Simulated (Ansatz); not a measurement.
**Si₁₀H₁₆: up Jacob's ladder to CCSD(T)**

An exercise on one series of results from a longer session: the logs are not shown, and one member is left open.

Method: functionals in def2-TZVPP, the program's frozen cores in correlated methods; program: Ansatz 0.2.0, Gaussian basis.

The runs, in order: LDA (SPW92), PBE-D4, revPBE-D4, BLYP-D4, r2SCAN-D4, B97M-V, PBE0-D4, B3LYP-D4, r2SCANh-D4, r2SCAN0-D4, HSE06-D4, BHLYP-D4, CAM-B3LYP-D4, LC-ωPBE, ωB97X-V, ωB97M-V, B2PLYP, PBE-QIDH; CCSD(T)/def2-SVP; CCSD(T)/def2-TZVPP; MP2/def2-QZVPP; extrapolation to the limit; RPA on PBE.

## The geometry

All runs share one geometry, relaxed beforehand with PBE0-D4 in a triple-zeta def2 set.

SMILES `[SiH2]1[SiH]2[SiH2][SiH]3[SiH2][SiH]1[SiH2][SiH]([SiH2]2)[SiH2]3`, 26 atoms, charge 0, spin multiplicity 1.

Atoms are counted from 1 here; the program's logs count them from 0.

Bond lengths: Si1–Si2 2.338 Å, Si1–Si6 2.338 Å, Si1–H11 1.491 Å, Si1–H12 1.491 Å, Si2–Si3 2.338 Å, Si2–Si9 2.338 Å, Si2–H13 1.494 Å, Si3–Si4 2.338 Å, Si3–H14 1.491 Å, Si3–H15 1.491 Å, Si4–Si5 2.338 Å, Si4–Si10 2.338 Å, Si4–H16 1.494 Å, Si5–Si6 2.338 Å, Si5–H17 1.491 Å, Si5–H18 1.491 Å, Si6–Si7 2.338 Å, Si6–H19 1.494 Å and more. Angles: Si2–Si1–Si6 109.8°, Si2–Si1–H11 109.7°, Si2–Si1–H12 109.7°, Si6–Si1–H11 109.7°, Si6–Si1–H12 109.7°, H11–Si1–H12 108.1°, Si1–Si2–Si3 109.3°, Si1–Si2–Si9 109.3°, Si1–Si2–H13 109.6°, Si3–Si2–Si9 109.4°, Si3–Si2–H13 109.6°, Si9–Si2–H13 109.6°, Si2–Si3–Si4 109.8°, Si2–Si3–H14 109.7°, Si2–Si3–H15 109.7°, Si4–Si3–H14 109.7°, Si4–Si3–H15 109.7°, H14–Si3–H15 108.1° and more.

Set-up of the first run:

The input, in.yaml:

```yaml
crystal:
  periodic: [false, false, false]
  atoms:
    - {symbol: Si, position_ang: [-2.104317, 0.772555, -1.499845]}
    - {symbol: Si, position_ang: [-0.702875, -1.036296, -1.980162]}
    - {symbol: Si, position_ang: [-0.788829, -2.570297, -0.217717]}
    - {symbol: Si, position_ang: [-0.088790, -1.541680, 1.761825]}
    - {symbol: Si, position_ang: [-1.491307, 0.269259, 2.231122]}
    - {symbol: Si, position_ang: [-1.407120, 1.811161, 0.475510]}
    - {symbol: Si, position_ang: [0.789762, 2.569278, 0.219032]}
    - {symbol: Si, position_ang: [2.198959, 0.765462, -0.257574]}
    - {symbol: Si, position_ang: [1.490598, -0.266957, -2.232183]}
    - {symbol: Si, position_ang: [2.104126, -0.774216, 1.499462]}
    - {symbol: H, position_ang: [-3.508553, 0.295232, -1.348631]}
    - {symbol: H, position_ang: [-2.065785, 1.751159, -2.623864]}
    - {symbol: H, position_ang: [-1.151034, -1.696838, -3.242595]}
    - {symbol: H, position_ang: [0.093377, -3.733616, -0.519347]}
    - {symbol: H, position_ang: [-2.182569, -3.074662, -0.057479]}
    - {symbol: H, position_ang: [-0.145410, -2.524419, 2.885177]}
    - {symbol: H, position_ang: [-1.058882, 0.925345, 3.498067]}
    - {symbol: H, position_ang: [-2.890745, -0.211695, 2.412288]}
    - {symbol: H, position_ang: [-2.304275, 2.966173, 0.778742]}
    - {symbol: H, position_ang: [0.853156, 3.564094, -0.889507]}
    - {symbol: H, position_ang: [1.239022, 3.241498, 1.471580]}
    - {symbol: H, position_ang: [3.600939, 1.253737, -0.421690]}
    - {symbol: H, position_ang: [2.391699, -1.410052, -2.554468]}
    - {symbol: H, position_ang: [1.555299, 0.706488, -3.359509]}
    - {symbol: H, position_ang: [2.565195, -0.126840, 2.760768]}
    - {symbol: H, position_ang: [3.008379, -1.923864, 1.210999]}
basis:
  gaussian: {orbitals: def2-TZVPP}
hamiltonian: {xc: lda}
output: {orbitals: {seedname: orbitals}}
```

Among the steps run: LDA; PBE-D4 (GGA); revPBE-D4 (GGA); BLYP-D4 (GGA); r2SCAN-D4 (meta-GGA); B97M-V (meta-GGA); PBE0-D4 (hybrid); B3LYP-D4 (hybrid); r2SCANh-D4 (hybrid); r2SCAN0-D4 (hybrid); HSE06-D4 (hybrid); BHLYP-D4 (hybrid); CAM-B3LYP-D4 (range-separated); LC-ωPBE-D4 (range-separated; the results give it without D4); ωB97X-V (range-separated); ωB97M-V (range-separated); B2PLYP (double hybrid); PBE-QIDH (double hybrid).

One table of the session follows, with a row left open; its other results are not shown here.

It belongs to the step «Frontier levels by functional». 

```
  functional  HOMO (eV)  gap (eV)
 LDA (SPW92)          ?         ?
      PBE-D4      -6.78      4.84
   revPBE-D4      -6.75      4.87
     BLYP-D4      -6.65      4.94
   r2SCAN-D4      -7.03      5.23
      B97M-V      -7.20      5.15
     PBE0-D4      -7.82      6.61
    B3LYP-D4      -7.62      6.33
  r2SCANh-D4      -7.41      5.87
  r2SCAN0-D4      -7.98      6.83
    HSE06-D4      -7.44      5.86
    BHLYP-D4      -8.69      8.43
CAM-B3LYP-D4      -9.00      8.92
     LC-ωPBE     -10.27     11.04
     ωB97X-V      -9.99     10.73
     ωB97M-V      -9.76     10.20
```

Estimate the missing values for LDA (SPW92).

As computed: HOMO (eV): -6.82; gap (eV): 4.76. In the column «HOMO (eV)» it lies between r2SCAN-D4 (-7.03) and PBE-D4 (-6.78).
